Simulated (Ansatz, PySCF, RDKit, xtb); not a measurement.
**Solving SiN2H5Cl, step by step**

Task: start from the formula SiN2H5Cl, draw up candidate structures, narrow them down in stages, and characterise the one that lies lowest at 298.15 K.

Plan: many cheap relaxations first (GFN2-xTB), then density-functional screening, relaxation at PBE0-D3(BJ)/def2-SVP, vibrations and a final energy. The numbers are computed, not measured.

7 further runs of the same task are left out: 7 set aside as unsound or not needed.

## (1) Candidates

All bonding patterns within simple valence rules are listed by program: one Lewis structure each, at most two rings and one unusual centre or charged pair. O–O, O–halogen and N–halogen bonds and N–N–N chains are not drawn. That gives 7 candidates.

| label | SMILES | spin |
| --- | --- | --- |
| c285 | [NH3+][N-][SiH2]Cl | singlet |
| c394 | N=[Si@H-]([NH3+])Cl | singlet |
| c515 | NN[SiH2]Cl | singlet |
| c574 | N[Si-]([NH3+])Cl | singlet |
| c757 | N[NH2+][SiH-]Cl | singlet |
| c901 | N[SiH](N)Cl | singlet |
| c912 | [NH-][NH2+][SiH2]Cl | singlet |

Candidates are built by distance geometry, with a force field where one applies, in up to four conformers (letters a to d). 5 starts with atoms placed at random are added, to find patterns that the rules miss.

Q: Predict the outcome of this search (final energies at CCSD(T)/def2-SVP + MP2/def2-TZVPP - MP2/def2-SVP).

| quantity | value |
| --- | --- |
| lowest structure found | N[SiH](N)Cl, singlet, C1 |
| next finalist | [NH][SiH]([NH3])[Cl] ‡, singlet, 44.5 kcal/mol higher in G |
| share at equilibrium, among the finalists | 100.0 % |
| harmonic wavenumbers, lowest and highest (PBE0-D3(BJ)/def2-SVP) | 203 and 3733 cm⁻¹ |
| rotational constants, same geometry | 0.2128, 0.1074, 0.07941 cm⁻¹ |
| dipole moment (PBE0/def2-TZVPD) | 2.11 D |
| HOMO energy (PBE0/def2-TZVPD) | -7.81 eV |
| LUMO energy (PBE0/def2-TZVPD) | 0.08 eV |
| HOMO–LUMO gap (PBE0/def2-TZVPD) | 7.89 eV |
| lowest excitation (TD-PBE0/def2-SVPD) | 6.92 eV (f = 0.033) |
| strongest of the states computed, same level | 8.03 eV (f = 0.091) |
| lowest triplet excitation, same level, Tamm-Dancoff | 6.53 eV |
| vertical ionisation energy | 9.92 eV |
| vertical electron affinity | -0.99 eV (unbound: the value depends on the basis) |
| vertical triplet less singlet | +6.24 eV |

The search ends on `N[SiH](N)Cl`. Among the finalists first place is clear (44.5 kcal/mol); structures outside the list aren't covered. GFN2-xTB, HF/STO-3G, r2SCAN-D4/def2-SVP, PBE0-D3(BJ)/def2-SVP, HF/def2-SVP and MP2/def2-SVP already put its bonding pattern lowest among the structures in one piece. 3 minima inside the window were never screened. Lowest found is not proven lowest: the search is finite, and each finalist counts with one conformer. Patterns outside the rules of the enumeration were met only by chance.

‡ marks the bonded skeleton alone, with all bonds drawn single: no Lewis structure was assigned that passes a check against the bond lengths.
